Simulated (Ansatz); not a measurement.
# C9H21In: a ladder of functionals and wavefunction methods

Aim: compute C9H21In with functionals from several rungs and with coupled cluster. The yardstick is the atomisation energy at the CCSD(T) limit.

Program: Ansatz 0.2.0, Gaussian basis. Level of theory: functionals in def2-TZVPP, the program's frozen cores in correlated methods. These are calculated values, not measurements.

The runs, in order: LDA (SPW92), PBE-D4, revPBE-D4, BLYP-D4, r2SCAN-D4, B97M-V, PBE0-D4, B3LYP-D4, r2SCANh-D4, r2SCAN0-D4, HSE06-D4, BHLYP-D4, CAM-B3LYP-D4, LC-ωPBE, ωB97X-V, ωB97M-V, B2PLYP, PBE-QIDH; CCSD(T)/def2-SVP; CCSD(T)/def2-TZVPP; MP2/def2-QZVPP; extrapolation to the limit; RPA on PBE.

**1. The geometry**

The geometry comes from an earlier relaxation with PBE0-D4 in a triple-zeta def2 set; it is a stationary point, not always the lowest conformer. In takes the def2 core potential; no spin-orbit term is included.

31 atoms, charge 0, spin multiplicity 1.

Atoms are counted from 1 here; the program's logs count them from 0.

Bond lengths: C1–C2 1.524 Å, C1–H11 1.095 Å, C1–H12 1.094 Å, C1–H13 1.099 Å, C2–C3 1.523 Å, C2–In4 2.198 Å, C2–H14 1.095 Å, C3–H15 1.095 Å, C3–H16 1.094 Å, C3–H17 1.099 Å, In4–C5 2.196 Å, In4–C8 2.196 Å, C5–C6 1.521 Å, C5–C7 1.525 Å, C5–H18 1.096 Å, C6–H19 1.093 Å, C6–H20 1.095 Å, C6–H21 1.099 Å and more. Angles: C2–C1–H11 111.8°, C2–C1–H12 112.6°, C2–C1–H13 111.2°, H11–C1–H12 107.4°, H11–C1–H13 106.6°, H12–C1–H13 107.0°, C1–C2–C3 111.0°, C1–C2–In4 110.7°, C1–C2–H14 108.5°, C3–C2–In4 111.7°, C3–C2–H14 108.5°, In4–C2–H14 106.2°, C2–C3–H15 111.7°, C2–C3–H16 112.6°, C2–C3–H17 111.1°, H15–C3–H16 107.4°, H15–C3–H17 106.7°, H16–C3–H17 107.0° and more.

**2. LDA**

This LDA is Slater exchange with PW92 correlation.

File in.yaml:

```yaml
crystal:
  periodic: [false, false, false]
  atoms:
    - {symbol: C, position_ang: [-2.331434, -1.409774, -0.318799]}
    - {symbol: C, position_ang: [-1.309763, -0.725598, -1.218581]}
    - {symbol: C, position_ang: [-1.975070, 0.316657, -2.107640]}
    - {symbol: In, position_ang: [0.318156, 0.144532, -0.024877]}
    - {symbol: C, position_ang: [-0.109568, 1.705560, 1.459197]}
    - {symbol: C, position_ang: [-1.456027, 2.384743, 1.261269]}
    - {symbol: C, position_ang: [0.012121, 1.117665, 2.861321]}
    - {symbol: C, position_ang: [2.341442, -0.664869, -0.292639]}
    - {symbol: C, position_ang: [2.828828, -0.420135, -1.714666]}
    - {symbol: C, position_ang: [2.365676, -2.150369, 0.042818]}
    - {symbol: H, position_ang: [-2.801227, -0.703098, 0.373137]}
    - {symbol: H, position_ang: [-1.891880, -2.211870, 0.281944]}
    - {symbol: H, position_ang: [-3.142527, -1.858680, -0.909152]}
    - {symbol: H, position_ang: [-0.847591, -1.485141, -1.858563]}
    - {symbol: H, position_ang: [-2.429418, 1.120381, -1.519822]}
    - {symbol: H, position_ang: [-1.273771, 0.780033, -2.808180]}
    - {symbol: H, position_ang: [-2.779989, -0.130270, -2.707868]}
    - {symbol: H, position_ang: [0.683374, 2.452321, 1.334905]}
    - {symbol: H, position_ang: [-1.537473, 2.872917, 0.286462]}
    - {symbol: H, position_ang: [-2.284048, 1.672841, 1.336355]}
    - {symbol: H, position_ang: [-1.629571, 3.154539, 2.026170]}
    - {symbol: H, position_ang: [0.996147, 0.676605, 3.046268]}
    - {symbol: H, position_ang: [-0.147120, 1.887464, 3.628816]}
    - {symbol: H, position_ang: [-0.736536, 0.338837, 3.043443]}
    - {symbol: H, position_ang: [3.001313, -0.135234, 0.402293]}
    - {symbol: H, position_ang: [2.171606, -0.890032, -2.454452]}
    - {symbol: H, position_ang: [2.889678, 0.644397, -1.960732]}
    - {symbol: H, position_ang: [3.831004, -0.843480, -1.869910]}
    - {symbol: H, position_ang: [1.680017, -2.720340, -0.593579]}
    - {symbol: H, position_ang: [3.366734, -2.576709, -0.111675]}
    - {symbol: H, position_ang: [2.089214, -2.350893, 1.082436]}
basis:
  gaussian: {orbitals: def2-TZVPP}
hamiltonian: {xc: lda}
output: {orbitals: {seedname: orbitals}}
```

Launch:

```bash
ansatz run in.yaml --threads 11 --pin off --events-out ev --progress --plain --max-ram 120832MiB --backend cuda --devices 0, --max-vram 75GiB
```

The runs that follow: PBE-D4 (GGA); revPBE-D4 (GGA); BLYP-D4 (GGA); r2SCAN-D4 (meta-GGA); B97M-V (meta-GGA); PBE0-D4 (hybrid); B3LYP-D4 (hybrid); r2SCANh-D4 (hybrid); r2SCAN0-D4 (hybrid); HSE06-D4 (hybrid); BHLYP-D4 (hybrid); CAM-B3LYP-D4 (range-separated); LC-ωPBE (range-separated); ωB97X-V (range-separated); ωB97M-V (range-separated); B2PLYP (double hybrid); PBE-QIDH (double hybrid); CCSD(T) in def2-SVP; CCSD(T) in def2-TZVPP; MP2 in def2-QZVPP; RPA on PBE orbitals.

Before running them: what should the planned runs give, taken together? Wanted: atomisation energy, CCSD(T)/CBS; farthest beyond LDA; mean size of error, GGA; mean size of error, meta-GGA; mean size of error, hybrid; mean size of error, range-separated; mean size of error, double hybrid; gap, smallest and largest; T1 diagnostic.

As calculated:

| quantity | value |
| --- | --- |
| atomisation energy, CCSD(T)/CBS | 122.736 eV |
| functionals within 1.227 eV (1.0 %) | revPBE-D4, BLYP-D4, r2SCAN-D4, B97M-V, PBE0-D4, B3LYP-D4, r2SCANh-D4, r2SCAN0-D4, HSE06-D4, CAM-B3LYP-D4, LC-ωPBE, ωB97X-V, ωB97M-V, PBE-QIDH |
| farthest beyond LDA | BHLYP-D4 (-2.703 eV) |
| mean size of error, GGA | 1.215 eV |
| mean size of error, meta-GGA | 0.092 eV |
| mean size of error, hybrid | 0.903 eV |
| mean size of error, range-separated | 0.171 eV |
| mean size of error, double hybrid | 0.891 eV |
| gap, smallest and largest | 3.07 eV (LDA (SPW92)), 9.56 eV (LC-ωPBE) |
| T1 diagnostic | 0.0109 |
| triples share of the correlation energy | 3.8 % |

What this shows: LDA overbinds by 15.799 eV (13 %). PBE-D4 misses by +1.741 eV. Double hybrids carry the basis error of their MP2 part in triple zeta, and no dispersion term here, so their miss is partly the set-up's. The rungs meta-GGA, range-separated, double hybrid, hybrid, GGA miss on average by less than the doubt on the reference (1.227 eV), so they tie. Misses under about 1.227 eV are within the doubt on the reference itself, which lacks core-valence correlation, spin-orbit coupling and higher excitations, and its outer-core shells are covered unevenly. All levels share the lack of spin-orbit coupling, which lowers the free heavy atoms and so the true binding. Hartree-Fock recovers 75 % of the binding; the rest is correlation. CCSD(T) in def2-SVP is off by -4.773 eV, so the small basis spoils what the method gains. Orbital gaps span 3.1 to 9.6 eV; exact exchange widens them. Correlated methods include outer-core shells of In, which these sets cover unevenly.
